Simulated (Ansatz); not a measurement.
Ta3AsAu2O13:

```
CELL_PARAMETERS angstrom
5.88672 0.00000 0.00000
2.19986 5.91413 0.00000
1.85109 1.73865 7.56124
ATOMIC_POSITIONS crystal
Ta 0.39605 0.05000 0.58683
Ta 0.95891 0.61806 0.76348
Ta 0.06984 0.27356 0.18903
As 0.07072 0.88917 0.02743
Au 0.21939 0.67567 0.38144
Au 0.68925 0.45927 0.56874
O 0.16689 0.59518 0.16534
O 0.86104 0.11514 0.11677
O 0.26950 0.96377 0.83676
O 0.87527 0.82792 0.92000
O 0.70329 0.78261 0.54686
O 0.17528 0.40817 0.59350
O 0.27798 0.92640 0.17203
O 0.64612 0.14878 0.61595
O 0.14281 0.39538 0.93941
O 0.30048 0.17203 0.35732
O 0.19051 0.80386 0.59347
O 0.70787 0.47140 0.81379
O 0.77878 0.42364 0.31185
```

The cell was built by a generator and needn't be a form met in nature.

Base run:

| Item | Value |
| --- | --- |
| Program | Ansatz 0.2.0 |
| Functional | PBE |
| Potentials or basis | Ansatz PAW |
| Cutoff | 420 eV (not typed: the program's choice for these potentials) |
| k mesh | 5 × 5 × 4 |
| Occupations | fermi-dirac, width 0.05 eV |
| Spin | no spin polarisation |

Its results: band gap on the k mesh 1.60 eV, indirect (least direct gap 1.64 eV); pressure 0.0 GPa; largest force 0.009 eV/Å.

Task: The run is repeated on the same cell with these changes: potentials or basis from Ansatz PAW to PseudoDojo standard (PBE files); cutoff from 420 eV (not typed: the program's choice for these potentials) to 1143 eV. What comes out?

Result: Band gap on the k mesh 1.58 eV, indirect (least direct gap 1.62 eV); pressure -0.7 GPa; largest force 0.127 eV/Å.

Caveats: odd divisions of the mesh miss points on the zone boundary, where band edges often lie, so the gap on the mesh can be too wide; spin-orbit coupling is left out, which moves the levels of the heavy elements.

A k mesh can miss the band edges.
